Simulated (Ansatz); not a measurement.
**H4OSSi2: small, medium and large basis sets**

The task here is to estimate one member of a computed series from the others.

Program: Ansatz 0.2.0, Gaussian basis. Level of theory: one geometry, several basis sets. These are calculated values, not measurements.

Plan: PBE0-D4/def2-SVP; ωB97M-V/def2-SVP; PBE0-D4/def2-QZVPP; ωB97M-V/def2-QZVPP; the functionals' def2-TZVPP values are taken from earlier runs.

### The relaxed structure

All runs share one geometry, relaxed beforehand with PBE0-D4 in a triple-zeta def2 set.

SMILES `O[SiH]1[SiH2]S1`, 8 atoms, charge 0, spin multiplicity 1.

Atoms are counted from 1 here; the program's logs count them from 0.

Bond lengths: O1–Si2 1.638 Å, O1–H5 0.959 Å, Si2–Si3 2.246 Å, Si2–S4 2.135 Å, Si2–H6 1.475 Å, Si3–S4 2.172 Å, Si3–H7 1.484 Å, Si3–H8 1.483 Å. Angles: Si2–O1–H5 117.3°, O1–Si2–Si3 125.8°, O1–Si2–S4 118.6°, O1–Si2–H6 105.3°, Si3–Si2–S4 59.4°, Si3–Si2–H6 124.4°, S4–Si2–H6 116.2°, Si2–Si3–S4 57.8°, Si2–Si3–H7 121.8°, Si2–Si3–H8 125.1°, S4–Si3–H7 113.6°, S4–Si3–H8 114.6°, H7–Si3–H8 110.8°, Si2–S4–Si3 62.8°.

Set-up of the first run:

in.yaml reads:

```yaml
crystal:
  periodic: [false, false, false]
  atoms:
    - {symbol: O, position_ang: [-0.244048, 2.047091, -0.532755]}
    - {symbol: Si, position_ang: [-0.396915, 0.718360, 0.412484]}
    - {symbol: Si, position_ang: [0.648613, -1.243997, 0.097200]}
    - {symbol: S, position_ang: [-1.457315, -0.966258, -0.358406]}
    - {symbol: H, position_ang: [-0.028731, 1.907826, -1.457266]}
    - {symbol: H, position_ang: [-0.842248, 1.223481, 1.724486]}
    - {symbol: H, position_ang: [1.487533, -1.500901, -1.100007]}
    - {symbol: H, position_ang: [0.925311, -2.242702, 1.158464]}
basis:
  gaussian: {orbitals: def2-SVP}
hamiltonian: {xc: pbe0, dispersion: d4}
output: {orbitals: {seedname: orbitals}}
```

Started as:

```
ansatz run in.yaml --threads 2 --pin off --events-out ev --progress --plain --max-ram 4352MiB
```

Among the steps run: PBE0-D4 in def2-SVP; ωB97M-V in def2-SVP; PBE0-D4 in def2-QZVPP; ωB97M-V in def2-QZVPP.

One table of the session follows, with a row left open; its other results are not shown here.

It belongs to the step «Density functionals: the series». 

```
functional       basis  HOMO (eV)
   PBE0-D4    def2-SVP      -7.05
   PBE0-D4  def2-TZVPP      -7.07
   PBE0-D4  def2-QZVPP      -7.09
   ωB97M-V    def2-SVP          ?
   ωB97M-V  def2-TZVPP      -9.03
   ωB97M-V  def2-QZVPP      -9.06
```

**Question.** Estimate the row for ωB97M-V, def2-SVP.

As computed: HOMO (eV): -8.97. In the column «HOMO (eV)» it lies between ωB97M-V, def2-TZVPP (-9.03) and PBE0-D4, def2-QZVPP (-7.09).
